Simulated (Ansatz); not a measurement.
# CH7GaSi (SMILES [CH3][GaH][SiH3]): HF/6-31G(d) (spherical functions)

What is the electronic atomisation energy of CH7GaSi at HF/6-31G* (spherical functions)? 

The calculation is run with Ansatz 0.2.0.

71 further runs of the same task are left out: 71 set aside as unsound or not needed.

**1. The molecule**

CH7GaSi: 10 atoms, total charge 0, spin state singlet. SMILES: `[CH3][GaH][SiH3]`. The shape is that of a PBE0-D4/def2-TZVP optimisation.

Bond lengths: C1–Ga2 1.971 Å, Ga2–Si3 2.419 Å, C1–H4 1.090 Å, C1–H5 1.094 Å, C1–H6 1.093 Å, Ga2–H7 1.578 Å, Si3–H8 1.492 Å, Si3–H9 1.489 Å, Si3–H10 1.492 Å. Some angles: C1–Ga2–Si3 120.8°, C1–Ga2–H7 118.1°, Si3–Ga2–H7 121.0°, Ga2–C1–H4 113.1°, Ga2–C1–H5 109.2°, Ga2–C1–H6 110.1°, Ga2–Si3–H8 110.2°, Ga2–Si3–H9 114.2°, Ga2–Si3–H10 110.2°, H4–C1–H5 108.5°.

**2. A single-point energy at HF/6-31G(d) (spherical functions)**

Contents of in.yaml:

```yaml
basis:
  gaussian: {orbitals: 6-31G_st_-spherical.json}
crystal:
  periodic: [false, false, false]
  atoms:
    - symbol: C
      position_ang: [-1.123300, 1.394100, -0.619200]
    - symbol: Ga
      position_ang: [0.561500, 0.659300, 0.093300]
    - symbol: Si
      position_ang: [0.786700, -1.705300, 0.550700]
    - symbol: H
      position_ang: [-1.924300, 0.656600, -0.670400]
    - symbol: H
      position_ang: [-0.947000, 1.785400, -1.626000]
    - symbol: H
      position_ang: [-1.454200, 2.236500, -0.005700]
    - symbol: H
      position_ang: [1.759600, 1.654600, 0.346000]
    - symbol: H
      position_ang: [0.531000, -2.496200, -0.688800]
    - symbol: H
      position_ang: [2.125000, -2.100900, 1.069700]
    - symbol: H
      position_ang: [-0.231700, -2.135100, 1.553300]
magnetization: {spin_polarized: false}
hamiltonian: {xc: hf}
accuracy: high
output: {orbitals: {seedname: orbitals}}
```

The basis set 6-31G* is read from a file made from the Basis Set Exchange's data (not shown).

Command:

```sh
$ ansatz run in.yaml --threads 1 --pin off --max-ram 3480MiB --events-out events.jsonl --progress --plain --runs-dir runs
```

Log:

```text
Warning: RAYON_NUM_THREADS=1 ignored (pool sized by the plan → 1); use --threads N
Functional definition: HF
  name "HF"
  exchange = exact_x
  correlation = 0
1761 factors; integrals over basis functions are off by at most 7.4e-9 eV
mean field evaluation 1: about -61327.1977 eV, gradient 2.3e1 eV
mean field evaluation 2: about -61327.2808 eV, gradient 2.3e1 eV
mean field evaluation 4: about -61329.0364 eV, gradient 2.7e0 eV
mean field evaluation 8: about -61329.0680 eV, gradient 1.4e-4 eV
mean field -61329.06799539 eV, -2253.8016784953 hartree, gradient 2.8e-8 eV, S^2 0.000000; 0 other end points of the search recorded, 0 dependent functions left out
reference -61329.06799539 eV, -2253.8016784953 hartree; 29, 29 occupied and 49, 49 virtual orbitals, 1761 factors
Total energy: -61329.06799539 eV, -2253.8016784953 hartree
```

Wall time 2.8 s (1 thread of Arm Neoverse V1, shared host); peak memory 0.21 GiB.

**3. The C atom, same level**

Contents of in.yaml:

```yaml
crystal:
  periodic: [false, false, false]
  atoms:
    - {symbol: C, position_ang: [0.000000, 0.000000, 0.000000]}
basis:
  gaussian: {orbitals: 6-31G_st_-spherical.json}
accuracy: high
hamiltonian: {xc: hf}
magnetization: {spin_polarized: true, initial_magnetization: 2}
```

The basis set 6-31G* is read from a file made from the Basis Set Exchange's data (not shown).

Run the same way, it converges to -37.68058 Eh (log not shown).

**4. The Ga atom, same level**

Contents of input.yaml:

```yaml
crystal:
  periodic: [false, false, false]
  atoms:
    - {symbol: Ga, position_ang: [0.000000, 0.000000, 0.000000]}
basis:
  gaussian:
    orbitals: 6-31G_st_-spherical.json
total_charge: 0
magnetization:
  spin_polarized: true
  initial_magnetization: 1
hamiltonian:
  xc: hf
accuracy: high
```

The basis set 6-31G* is read from a file made from the Basis Set Exchange's data (not shown).

Run the same way, it converges to -1922.94348 Eh (log not shown).

**5. The H atom**

Contents of molecule.yaml:

```yaml
crystal:
  periodic: [false, false, false]
  atoms:
    - {symbol: H, position_ang: [0.000000, 0.000000, 0.000000]}
basis:
  gaussian:
    orbitals: "6-31G*"
magnetization:
  spin_polarized: true
  initial_magnetization: 1
accuracy: high
hamiltonian:
  xc: hf
```

Command:

```sh
$ ansatz run molecule.yaml --threads 1 --pin off --max-ram 3480MiB --events-out events.jsonl --progress --plain --runs-dir runs
```

Log:

```text
Warning: RAYON_NUM_THREADS=1 ignored (pool sized by the plan → 1); use --threads N
Functional definition: HF
  name "HF"
  exchange = exact_x
  correlation = 0
3 factors; integrals over basis functions are off by at most 5.4e-10 eV
mean field evaluation 1: about -13.5385 eV, gradient 1.4e0 eV
mean field evaluation 2: about -13.5385 eV, gradient 1.4e0 eV
mean field evaluation 4: about -13.5577 eV, gradient 3.5e-5 eV
mean field evaluation 8: about -13.5576 eV, gradient 2.4e-12 eV
mean field -13.55760813 eV, -0.4982329092 hartree, gradient 4.4e-8 eV, S^2 0.750000; 0 other end points of the search recorded, 0 dependent functions left out
reference -13.55760813 eV, -0.4982329092 hartree; 1, 0 occupied and 1, 2 virtual orbitals, 3 factors
Total energy: -13.55760813 eV, -0.4982329092 hartree
```

Run time: 0.04 s. Hardware: 1 thread of Arm Neoverse V1, shared host.

**6. The Si atom**

Contents of in.yaml:

```yaml
crystal:
  periodic: [false, false, false]
  atoms:
    - {symbol: Si, position_ang: [0.000000, 0.000000, 0.000000]}
basis:
  gaussian:
    orbitals: 6-31G_st_-spherical.json
magnetization:
  spin_polarized: true
  initial_magnetization: 2
hamiltonian:
  xc: hf
accuracy: high
```

The basis set 6-31G* is read from a file made from the Basis Set Exchange's data (not shown).

Command:

```sh
$ ansatz run in.yaml --threads 1 --pin off --max-ram 3480MiB --events-out events.jsonl --progress --plain --runs-dir runs
```

Log:

```text
Warning: RAYON_NUM_THREADS=1 ignored (pool sized by the plan → 1); use --threads N
Functional definition: HF
  name "HF"
  exchange = exact_x
  correlation = 0
141 factors; integrals over basis functions are off by at most 2.6e-9 eV
mean field evaluation 1: about -7859.3177 eV, gradient 3.5e0 eV
mean field evaluation 2: about -7859.3222 eV, gradient 3.5e0 eV
mean field evaluation 4: about -7859.4938 eV, gradient 1.0e-1 eV
mean field evaluation 8: about -7859.4922 eV, gradient 1.9e-8 eV
mean field evaluation 16: about -7859.4911 eV, gradient 1.0e-1 eV
mean field evaluation 32: about -7859.4922 eV, gradient 4.2e-3 eV
mean field -7859.49224410 eV, -288.8310126155 hartree, gradient 2.1e-8 eV, S^2 2.005964; 2 other end points of the search recorded, 0 dependent functions left out
reference -7859.49224410 eV, -288.8310126155 hartree; 8, 6 occupied and 10, 12 virtual orbitals, 141 factors
Total energy: -7859.49224410 eV, -288.8310126155 hartree
```

It took 0.1 s on 1 thread of Arm Neoverse V1, shared host.

**7. What came out**

At HF/6-31G* (spherical functions):

```
                     quantity           value
       molecule: total energy  -2253.80168 Eh
        molecule: HOMO energy        -9.76 eV
        molecule: LUMO energy         1.03 eV
      molecule: HOMO–LUMO gap        10.79 eV
         C atom: total energy    -37.68058 Eh
                 C atom: ⟨S²⟩           2.005
        Ga atom: total energy  -1922.94348 Eh
                Ga atom: ⟨S²⟩           0.758
         H atom: total energy     -0.49823 Eh
                 H atom: ⟨S²⟩           0.750
        Si atom: total energy   -288.83101 Eh
                Si atom: ⟨S²⟩           2.006
electronic atomisation energy       23.374 eV
```

In words: Taking the molecule apart into free atoms costs 23.37 eV (539 kcal/mol), before zero-point energy and without spin-orbit coupling. Hartree–Fock lacks the correlation of the bonding pairs, which as a rule makes this value much too low; in minimal bases other errors can mask that.
